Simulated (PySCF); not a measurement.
# C8H12O4: excited states, part 2 of 2

PySCF 2.14.0. Atoms count from 0.

## 5. Excited states: TDA LC-wPBE/3-21G in chloroform

Job settings and geometry (Å):

```
{"job": {"kind": "states", "xc": "LC-wPBE", "basis": "3-21G", "tda": true, "soc": true, "nstates": 2, "ntriplets": 5, "nquad": 4, "solvent": "chloroform"}, "charge": 0, "multiplicity": 1}
C      5.091626     0.708263     1.557737
C      4.003972     0.071410     1.169415
C      3.344698     0.275033    -0.159506
O      1.949477     0.586128     0.000307
C      1.103407    -0.427820     0.043007
O      1.377830    -1.590991    -0.071296
C     -0.331785     0.085849     0.274286
O     -0.783079     0.322975     1.360803
O     -0.961213     0.202110    -0.881857
C     -2.336764     0.607620    -0.842901
C     -3.257877    -0.587693    -0.617530
C     -4.720810    -0.168712    -0.674563
H      5.581145     1.432962     0.927962
H      5.543487     0.522244     2.516265
H      3.517860    -0.654277     1.806708
H      3.426361    -0.639460    -0.760713
H      3.775403     1.122371    -0.695340
H     -2.466014     1.344073    -0.043502
H     -2.523756     1.070794    -1.813637
H     -3.033775    -1.024250     0.357415
H     -3.052370    -1.339475    -1.381915
H     -4.936211     0.571705     0.091915
H     -4.960666     0.259888    -1.645040
H     -5.362680    -1.029816    -0.510464
```

With the program's defaults for keys left out, this is: TDA LC-wPBE/3-21G excited states, vertical, IEF-PCM chloroform (non-equilibrium response), spin-orbit mean-field couplings.

Log:

```text
coarse grid: 20472 points
cycle   1  E = -608.7153605969  dE =  2.444e+00  |g| = 1.315e+00  |ddm| = 4.864e+00
cycle   2  E = -608.5805627182  dE =  1.348e-01  |g| = 1.713e+00  |ddm| = 2.321e+00
cycle   3  E = -609.0742179284  dE = -4.937e-01  |g| = 1.700e-01  |ddm| = 1.341e+00
cycle   4  E = -609.0784302160  dE = -4.212e-03  |g| = 8.683e-02  |ddm| = 1.633e-01
cycle   5  E = -609.0797576028  dE = -1.327e-03  |g| = 1.075e-02  |ddm| = 7.355e-02
cycle   6  E = -609.0797968652  dE = -3.926e-05  |g| = 4.423e-03  |ddm| = 1.917e-02
cycle   7  E = -609.0798045568  dE = -7.692e-06  |g| = 8.507e-04  |ddm| = 9.064e-03
final grid: 198960 points
cycle   8  E = -609.1631427668  dE = -7.520e-05  |g| = 6.547e-03  |ddm| = 2.805e-02
cycle   9  E = -609.1631478172  dE = -5.050e-06  |g| = 5.602e-03  |ddm| = 9.810e-03
cycle  10  E = -609.1631533163  dE = -5.499e-06  |g| = 7.127e-04  |ddm| = 3.819e-03
cycle  11  E = -609.1631534459  dE = -1.296e-07  |g| = 2.998e-04  |ddm| = 8.775e-04
cycle  12  E = -609.1631534779  dE = -3.199e-08  |g| = 6.291e-05  |ddm| = 5.387e-04
cycle  13  E = -609.1631534799  dE = -2.041e-09  |g| = 5.358e-05  |ddm| = 1.152e-04
cycle  14  E = -609.1631534808  dE = -9.259e-10  |g| = 1.182e-05  |ddm| = 9.990e-05
converged SCF energy = -609.1631534808

Singlet excitations
state   eV       nm        f     d(h-e)  d(exc)  Lambda  PR(NTO)  |dmu|/D   mu/D   main configurations
  1   5.6374   219.9   0.00136   0.315   2.067   0.598   1.383    0.535    1.778   H->L 0.60, H-4->L+1 0.11, H-1->L 0.10
  2   5.8666   211.3   0.00197   0.321   1.986   0.543   1.617    0.563    1.747   H->L+1 0.59, H-4->L 0.17, H-1->L+1 0.09

Triplet excitations (Tamm-Dancoff)
state   eV     d(h-e)  d(exc)  Lambda  PR(NTO)   main configurations
  1   4.4880   0.010   1.889   0.686   1.009   H-1->L+2 0.53, H-1->L 0.15, H->L+2 0.14
  2   5.0131   0.320   2.040   0.594   1.411   H->L 0.58, H-4->L+1 0.11, H->L+2 0.11
  3   5.2037   0.333   1.970   0.541   1.603   H->L+1 0.58, H-4->L 0.15, H-1->L+1 0.10
  4   5.7751   0.348   1.985   0.479   1.324   H-2->L 0.35, H-2->L+2 0.13, H-2->L+1 0.12
  5   5.8113   0.331   1.975   0.550   1.342   H-3->L 0.32, H-3->L+1 0.24, H-2->L+1 0.12
S1 - T1 = 1.1494 eV

Spin-orbit couplings |<S|Hso|T>| (cm-1)
             T1       T2       T3       T4       T5
S0        1.347   41.759   61.422    6.093    3.514
S1        0.225    0.614    5.521   22.371   18.713
S2        0.615    7.500    2.701   18.732   21.909
T1 sublevels (cm-1): 0.000 0.000 0.000   radiative rates (1/s): 0.000557 0.0445 0.0397
```

Run time: 33 s. Hardware: 1 thread of Arm Neoverse V2, shared host; peak memory 1 GiB.

From this job:

```
  quantity    value
S1 less T1  1.15 eV
```

## 6. Excited states: TDA PBE0/def2-SVP

The job, as its differences from that of step 5:

```diff
@@ -1,2 +1,2 @@
-{"job": {"kind": "states", "xc": "LC-wPBE", "basis": "3-21G", "tda": true, "soc": true, "nstates": 2, "ntriplets": 5, "nquad": 4, "solvent": "chloroform"}, "charge": 0, "multiplicity": 1}
+{"job": {"kind": "states", "xc": "PBE0", "basis": "def2-SVP", "tda": true, "soc": true, "nstates": 4, "ntriplets": 5, "nquad": 4, "frozen_core": false, "scf": {"conv": 1e-15, "max_cycle": 70}}, "charge": 0, "multiplicity": 1}
 C      5.091626     0.708263     1.557737
```

Method: TDA PBE0/def2-SVP excited states, vertical, gas phase, spin-orbit mean-field couplings.

Log:

```text
final grid: 198960 points
cycle   1  E = -611.5072612214  dE =  1.940e+00  |g| = 1.248e+00  |ddm| = 5.165e+00
cycle   2  E = -610.6779404194  dE =  8.293e-01  |g| = 2.448e+00  |ddm| = 2.762e+00
cycle   3  E = -611.7851187871  dE = -1.107e+00  |g| = 3.786e-01  |ddm| = 2.040e+00
cycle   4  E = -611.8102103932  dE = -2.509e-02  |g| = 1.410e-01  |ddm| = 3.924e-01
cycle   5  E = -611.8136681606  dE = -3.458e-03  |g| = 3.066e-02  |ddm| = 1.088e-01
cycle   6  E = -611.8138783078  dE = -2.101e-04  |g| = 6.939e-03  |ddm| = 3.152e-02
cycle   7  E = -611.8138892074  dE = -1.090e-05  |g| = 1.776e-03  |ddm| = 7.554e-03
cycle   8  E = -611.8138898075  dE = -6.001e-07  |g| = 7.059e-04  |ddm| = 2.031e-03
cycle   9  E = -611.8138898977  dE = -9.024e-08  |g| = 3.668e-04  |ddm| = 8.849e-04
cycle  10  E = -611.8138899266  dE = -2.891e-08  |g| = 8.606e-05  |ddm| = 3.522e-04
cycle  11  E = -611.8138899278  dE = -1.199e-09  |g| = 4.126e-05  |ddm| = 1.007e-04
cycle  12  E = -611.8138899282  dE = -3.724e-10  |g| = 9.487e-06  |ddm| = 3.850e-05
cycle  13  E = -611.8138899282  dE = -1.819e-11  |g| = 3.097e-06  |ddm| = 1.091e-05
cycle  14  E = -611.8138899282  dE =  1.364e-12  |g| = 1.142e-06  |ddm| = 3.903e-06
cycle  15  E = -611.8138899282  dE = -3.183e-12  |g| = 4.683e-07  |ddm| = 1.169e-06
cycle  16  E = -611.8138899282  dE = -4.547e-13  |g| = 1.703e-07  |ddm| = 4.813e-07
cycle  17  E = -611.8138899282  dE =  1.819e-12  |g| = 4.376e-08  |ddm| = 1.735e-07
cycle  18  E = -611.8138899282  dE = -2.501e-12  |g| = 2.773e-08  |ddm| = 2.400e-08
cycle  19  E = -611.8138899282  dE = -6.821e-13  |g| = 1.293e-08  |ddm| = 4.390e-08
cycle  20  E = -611.8138899282  dE =  1.364e-12  |g| = 8.181e-09  |ddm| = 8.998e-09
cycle  21  E = -611.8138899282  dE =  0.000e+00  |g| = 6.527e-09  |ddm| = 7.081e-09
converged SCF energy = -611.8138899282

Singlet excitations
state   eV       nm        f     d(h-e)  d(exc)  Lambda  PR(NTO)  |dmu|/D   mu/D   main configurations
  1   5.6196   220.6   0.00133   0.335   2.340   0.627   1.151    0.608    1.651   H->L 0.58, H->L+1 0.19, H-1->L 0.09
  2   5.9182   209.5   0.00240   0.339   2.204   0.568   1.374    0.614    1.527   H->L+2 0.58, H->L+1 0.15, H-4->L 0.10
  3   6.9407   178.6   0.00919   2.977   4.589   0.619   1.362   11.987   12.284   H->L+1 0.52, H-1->L 0.18, H->L 0.13
  4   7.0122   176.8   0.06909   2.430   4.238   0.678   1.326    9.692    9.763   H-1->L+1 0.37, H-1->L 0.33, H->L 0.20

Triplet excitations (Tamm-Dancoff)
state   eV     d(h-e)  d(exc)  Lambda  PR(NTO)   main configurations
  1   4.4444   0.010   2.000   0.667   1.009   H-1->L 0.33, H-1->L+1 0.30, H->L 0.14
  2   5.0464   0.326   2.251   0.623   1.192   H->L 0.51, H->L+1 0.22, H-1->L 0.11
  3   5.2945   0.347   2.139   0.568   1.358   H->L+2 0.57, H->L+1 0.14, H-1->L+2 0.10
  4   5.9269   0.249   2.149   0.518   1.598   H-2->L 0.31, H-2->L+2 0.18, H-3->L+2 0.12
  5   5.9882   0.237   2.144   0.582   1.737   H-3->L 0.26, H-2->L+2 0.22, H-3->L+1 0.20
S1 - T1 = 1.1752 eV

Spin-orbit couplings |<S|Hso|T>| (cm-1)
             T1       T2       T3       T4       T5
S0        1.952   45.064   64.175    5.603    2.208
S1        0.565    1.899    9.897   24.360   19.262
S2        1.224   10.748    2.785   18.837   22.825
S3        4.474    5.963    6.940    4.697    2.929
S4        3.384    7.073    6.995    6.383    9.124
T1 sublevels (cm-1): 0.000 0.001 0.001   radiative rates (1/s): 0.433 0.725 0.0179
```

It took 91 s on 1 thread of Arm Neoverse V2, shared host; peak memory 1.1 GiB.

Despite a needlessly tight threshold, the SCF converged in 21 cycles.

In short:

```
  quantity    value
S1 less T1  1.18 eV
```

## 7. Excited states: TDA CAM-B3LYP/def2-SVP

The job, as its differences from that of step 6:

```diff
@@ -1,2 +1,2 @@
-{"job": {"kind": "states", "xc": "PBE0", "basis": "def2-SVP", "tda": true, "soc": true, "nstates": 4, "ntriplets": 5, "nquad": 4, "frozen_core": false, "scf": {"conv": 1e-15, "max_cycle": 70}}, "charge": 0, "multiplicity": 1}
+{"job": {"kind": "states", "xc": "CAM-B3LYP", "basis": "def2-SVP", "tda": true, "soc": true, "nstates": 10, "ntriplets": 5, "nquad": 4, "frozen_core": false, "scf": {"conv": 0.1, "max_cycle": 91}}, "charge": 0, "multiplicity": 1}
 C      5.091626     0.708263     1.557737
```

Method: TDA CAM-B3LYP/def2-SVP excited states, vertical, gas phase, spin-orbit mean-field couplings.

Log:

```text
final grid: 198960 points
cycle   1  E = -611.8773762414  dE =  2.232e+00  |g| = 1.324e+00  |ddm| = 5.142e+00
cycle   2  E = -611.3981131792  dE =  4.793e-01  |g| = 2.143e+00  |ddm| = 2.465e+00
cycle   3  E = -612.2115512629  dE = -8.134e-01  |g| = 2.593e-01  |ddm| = 1.609e+00
cycle   4  E = -612.2219338315  dE = -1.038e-02  |g| = 1.167e-01  |ddm| = 2.580e-01
converged SCF energy = -612.2219338315

Singlet excitations
state   eV       nm        f     d(h-e)  d(exc)  Lambda  PR(NTO)  |dmu|/D   mu/D   main configurations
  1   5.4760   226.4   0.00078   0.341   2.136   0.585   1.285    0.585    1.265   H->L 0.50, H->L+1 0.22
  2   5.7212   216.7   0.00146   0.350   2.042   0.543   1.548    0.629    1.200   H->L+2 0.51, H->L+1 0.17, H-3->L 0.13
  3   7.5489   164.2   0.06633   0.184   2.812   0.495   1.738    0.551    1.852   H-3->L 0.32, H-2->L 0.17, H->L+1 0.12
  4   7.6535   162.0   0.01185   0.369   2.759   0.486   1.625    0.973    1.674   H-3->L+2 0.51, H-3->L+1 0.20, H->L 0.16
  5   7.9240   156.5   0.02191   1.091   3.245   0.569   1.614                     H-4->L 0.27, H-4->L+1 0.11, H->L+2 0.10
  6   7.9643   155.7   0.27533   1.503   3.943   0.598   1.669                     H->L 0.26, H->L+1 0.25, H-1->L 0.15
  7   8.0372   154.3   0.00892   1.607   3.778   0.623   1.671                     H-1->L+1 0.27, H-1->L 0.26, H->L+1 0.10
  8   8.2878   149.6   0.26834   0.141   3.271   0.557   2.522                     H-1->L 0.24, H-2->L+1 0.17, H-1->L+1 0.15
  9   8.3475   148.5   0.07440   1.277   3.217   0.535   1.708                     H-2->L+1 0.20, H-1->L+1 0.18, H-2->L 0.16
 10   8.4633   146.5   0.09137   1.277   2.947   0.570   1.850                     H-4->L+2 0.25, H-2->L+2 0.21, H-1->L+1 0.13

Triplet excitations (Tamm-Dancoff)
state   eV     d(h-e)  d(exc)  Lambda  PR(NTO)   main configurations
  1   4.4731   0.013   1.950   0.651   1.009   H-1->L 0.37, H-1->L+1 0.30, H-1->L+2 0.11
  2   4.9191   0.336   2.100   0.584   1.314   H->L 0.47, H->L+1 0.24, H-3->L+2 0.08
  3   5.1265   0.357   2.019   0.543   1.515   H->L+2 0.51, H->L+1 0.16, H-3->L 0.11
  4   5.8756   0.183   1.982   0.520   1.716   H-2->L 0.24, H-2->L+2 0.16, H-4->L+2 0.10
  5   5.9355   0.161   1.965   0.576   1.809   H-4->L+1 0.23, H-4->L 0.21, H-2->L+2 0.21
S1 - T1 = 1.0028 eV

Spin-orbit couplings |<S|Hso|T>| (cm-1)
             T1       T2       T3       T4       T5
S0        1.884   45.794   65.698    4.876    2.232
S1        0.295    1.344    8.396   27.901   21.567
S2        0.848    9.335    2.293   21.474   27.873
S3        1.516    4.780   15.953   12.731   12.230
S4        0.575    1.556   33.648   11.540   12.729
S5        2.293   10.328    4.052    5.146    6.439
S6        1.706    3.746    5.336    2.480    2.949
S7        6.120   12.310    4.203    3.112    6.882
S8        1.550   12.062    5.041    2.505    8.009
S9        1.410    7.187    1.255    3.189    5.739
S10       0.798    7.624    4.461    1.557    5.527
T1 sublevels (cm-1): 0.000 0.001 0.001   radiative rates (1/s): 0.154 0.0441 0.0377
```

Run time: 1.7 min. Hardware: 1 thread of Arm Neoverse V2, shared host; peak memory 1.4 GiB.

It converged, yet the result is unsound: the SCF threshold of 0.1 Eh is far too loose.

## 8. What came out

The summary covers parts 1 to 2.

```
                                              quantity                               value
             S1 less T1 (step 2, TDA LC-wPBE/def2-SVP)                             1.46 eV
S1 less T1 (step 3, TDA LC-wPBE/cc-pVDZ in chloroform)                             1.44 eV
                S1 less T1 (step 4, TDA LC-wPBE/3-21G)                             1.13 eV
  S1 less T1 (step 5, TDA LC-wPBE/3-21G in chloroform)                             1.15 eV
                S1 less T1 (step 6, TDA PBE0/def2-SVP)                             1.18 eV
                                                  runs  0 failed, 1 ended on unsound input
```

**Reading.** In step 2, the number of triplets below S1 is 3, and the largest singlet-triplet spin-orbit coupling is S0–T3, 67.23 cm⁻¹. In step 3, the number of triplets below S1 is 3, and the largest singlet-triplet spin-orbit coupling is S0–T3, 66.19 cm⁻¹. In step 4, the number of triplets below S1 is 3, and the largest singlet-triplet spin-orbit coupling is S0–T3, 61.76 cm⁻¹. In step 5, the number of triplets below S1 is 3, and the largest singlet-triplet spin-orbit coupling is S0–T3, 61.42 cm⁻¹. In step 6, the number of triplets below S1 is 3, and the largest singlet-triplet spin-orbit coupling is S0–T3, 64.17 cm⁻¹. The orbital labels of the leading configurations differ from run to run, so check that S1 and T1 are the same states before comparing rows.
